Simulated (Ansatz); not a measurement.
# F3H3O2W: the cost of one run

All numbers below are computed with Ansatz 0.2.0 (RKS PBE0-D4/def2-SVP).

## (1) Starting point

Bond lengths: W1–H2 1.920 Å, W1–F3 2.050 Å, W1–O4 1.940 Å, O4–H5 1.010 Å, W1–O6 1.940 Å, O6–H7 1.010 Å, W1–F8 1.850 Å, W1–F9 1.850 Å. Angles (14 of 17 angles, heavy atoms first): F3–W1–O4 90.0°, F3–W1–O6 153.0°, F3–W1–F8 90.0°, F3–W1–F9 117.0°, O4–W1–O6 90.0°, O4–W1–F8 180.0°, O4–W1–F9 90.0°, O6–W1–F8 90.0°, O6–W1–F9 90.0°, F8–W1–F9 90.0°, H2–W1–F3 37.4°, H2–W1–O4 90.0°, H2–W1–O6 115.7°, H2–W1–F8 90.0°.

As a file:

```xyz
9

W     0.0000    0.0000    0.0000
H     0.8322    0.0000    1.7303
F     1.8273    0.0000    0.9293
O     0.0000    1.9400    0.0000
H    -0.6343    2.2771   -0.7100
O    -1.9400    0.0000    0.0000
H    -2.2771   -0.1263    0.9437
F     0.0000   -1.8500    0.0000
F     0.0000    0.0000   -1.8500
```

## (2) Pulling towards end A

Springs on the bonds that form and break draw the guess towards this end; the thresholds are loose.

Contents of input.yaml:

```yaml
crystal:
  periodic: [false, false, false]
  atoms:
    - { symbol: W, position_ang: [0.0, 0.0, 0.0] }
    - { symbol: H, position_ang: [0.8322, 0.0, 1.7303] }
    - { symbol: F, position_ang: [1.8273, 0.0, 0.9293] }
    - { symbol: O, position_ang: [0.0, 1.94, 0.0] }
    - { symbol: H, position_ang: [-0.6343, 2.2771, -0.71] }
    - { symbol: O, position_ang: [-1.94, 0.0, 0.0] }
    - { symbol: H, position_ang: [-2.2771, -0.1263, 0.9437] }
    - { symbol: F, position_ang: [0.0, -1.85, 0.0] }
    - { symbol: F, position_ang: [0.0, 0.0, -1.85] }
basis:
  gaussian: { orbitals: def2-SVP }
hamiltonian:
  xc: pbe0
  dispersion: d4
relax:
  f_tol: 0.15
  max_steps: 25
  restrain:
    - { distance: [1, 2], at: 2.12, k: 30.0 }
    - { distance: [0, 1], at: 1.72, k: 30.0 }
    - { distance: [0, 2], at: 1.85, k: 30.0 }
```

The run is started by

```console
> ansatz run input.yaml --threads 2 --pin off --max-ram 3072MiB --backend cpu --events-out ev --progress --plain --runs-dir out
```

Q: Estimate wall time and peak memory on 2 threads of Arm Neoverse V1, shared host.

About 63 s, with a peak of 0.28 GiB.
